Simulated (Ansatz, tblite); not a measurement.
# SnSO with GFN1-xTB from a Python script

These are simulated results from tblite 0.8.0, not measurements. The cell was built from a prototype and was relaxed with r2SCAN in plane waves (Ansatz 0.2.0). It may be hypothetical. It is a single sheet, repeated along a and b, with vacuum along c. All runs are without spin polarisation.

In-plane lattice: a = 3.327 Å, b = 3.327 Å, γ = 120.0°; thickness between the outer nuclei 2.77 Å. Sn is surrounded by 3 O at 2.21 Å and 3 S at 2.55 Å; O is surrounded by 3 Sn at 2.21 Å; S is surrounded by 3 Sn at 2.55 Å.

tblite solves periodic systems at the zone centre alone, so the script builds a cluster of 3×3×1 conventional cells (27 atoms), which folds in a coarse mesh of k points.

run.py reads:

```python
import json
from ase import Atoms
from ase.build import make_supercell
from ase.units import Bohr, GPa, Hartree
from tblite.interface import Calculator

atoms = Atoms(['Sn', 'O', 'S'],
              cell=[[3.3271578, 0.0, 0.0], [-1.6635789, 2.88140318, 0.0], [0.0, 0.0, 29.5065668]],
              scaled_positions=[[0.333333333, 0.666666667, 0.31171377], [0.666666667, 0.333333333, 0.348669446], [0.666666667, 0.333333333, 0.254667328]],
              pbc=True)
cluster = make_supercell(atoms, [[3, 0, 0], [0, 3, 0], [0, 0, 1]])
calc = Calculator('GFN1-xTB', cluster.numbers, cluster.positions / Bohr, lattice=cluster.cell[:] / Bohr, periodic=cluster.pbc)
calc.set('temperature', 0.02 / Hartree)
calc.set('max-iter', 150)
res = calc.singlepoint()
levels = res.get('orbital-energies') * Hartree
nv = round(res.get('orbital-occupations').sum() / 2)
cells = len(cluster) // len(atoms)
out = {'energy_per_cell': res.get('energy') * Hartree / cells, 'homo': levels[nv - 1], 'lumo': levels[nv],
       'stress': (-res.get('virial') * Hartree / cluster.get_volume() / GPa).tolist(), 'charges': res.get('charges')[:len(atoms)].tolist(), 'electrons': 2 * nv / cells}
json.dump(out, open('results.json', 'w'))
for key, value in out.items():
    print(key, value)
```

Command: `python run.py`. It took 0.97 s on 1 thread of Arm Neoverse V1, on a shared host, peak memory 0.098 GiB.

What it printed:

```
------------------------------------------------------------
  cycle        total energy    energy error   density error
------------------------------------------------------------
      1     -93.54152231689  -9.3491354E+01   7.2615125E-01
      2     -74.13493510849   1.9406587E+01   9.4415416E-01
      3     -91.65653242165  -1.7521597E+01   5.3250086E-01
      4     -98.39886847647  -6.7423361E+00   1.4881290E-01
      5     -98.21152667072   1.8734181E-01   1.4087508E-01
      6     -98.21684526436  -5.3185936E-03   1.3291078E-01
      7     -98.64345944657  -4.2661418E-01   2.1892228E-02
      8     -98.64662017370  -3.1607271E-03   1.9146391E-02
      9     -98.65578352950  -9.1633558E-03   5.6272315E-04
     10     -98.65578568620  -2.1567076E-06   2.9350825E-04
     11     -98.65578574217  -5.5968044E-08   2.0732210E-04
     12     -98.65578609892  -3.5675352E-07   2.5715850E-05
     13     -98.65578609243   6.4983681E-09   3.1350098E-05
     14     -98.65578610429  -1.1861516E-08   2.0740150E-05
     15     -98.65578611294  -8.6526200E-09   4.5552474E-06
------------------------------------------------------------

 total:                                   0.310 sec
energy_per_cell -298.28451993962625
homo -12.197877513472129
lumo -11.558147711828273
stress [[-1.6969039022901622, -1.0768311614935594e-05, -2.0567615223371653e-08], [-1.076831161501303e-05, -1.6969163658102067, 1.3622234435475369e-08], [-2.0567615214639954e-08, 1.3622234444604505e-08, -0.23843678394635928]]
charges [0.6159149130632513, -0.4562563882401576, -0.15965837787860654]
electrons 16.0
```

The cycle table is in hartree for the whole cluster, and the lines after it are in eV (the energy for one cell). The printed stress is in GPa and positive in compression, and the pressure is its mean diagonal, here averaged over the vacuum too.

GFN1-xTB gives a gap of 0.64 eV. On the same cell, plane-wave PBE (Ansatz, 12×12×1 k points and the special points) gives no gap (an overlap of 0.06 eV at the points read) and r2SCAN no gap at the points read; on shared hosts these took about 15 and 37 core-seconds on the 3-atom cell, against 0.97 for the script. Spin-orbit coupling, left out in all these runs, can cut or reorder the gap by tenths of an eV, up to about 1 eV with Pb or Bi. It shows a gap where PBE has none, though the cluster may miss the k points where PBE's bands overlap. xTB was fitted to molecules, so gaps, charges and pressures of solids can be far off, and the gap also depends on the size of the cluster.

xTB was fitted mostly to molecules, and a small cluster samples few k points, so gaps, pressures and kinks along a curve can be far from a solid's.

Spin-orbit coupling is left out, which matters wherever the heavy atoms make up the band edges.
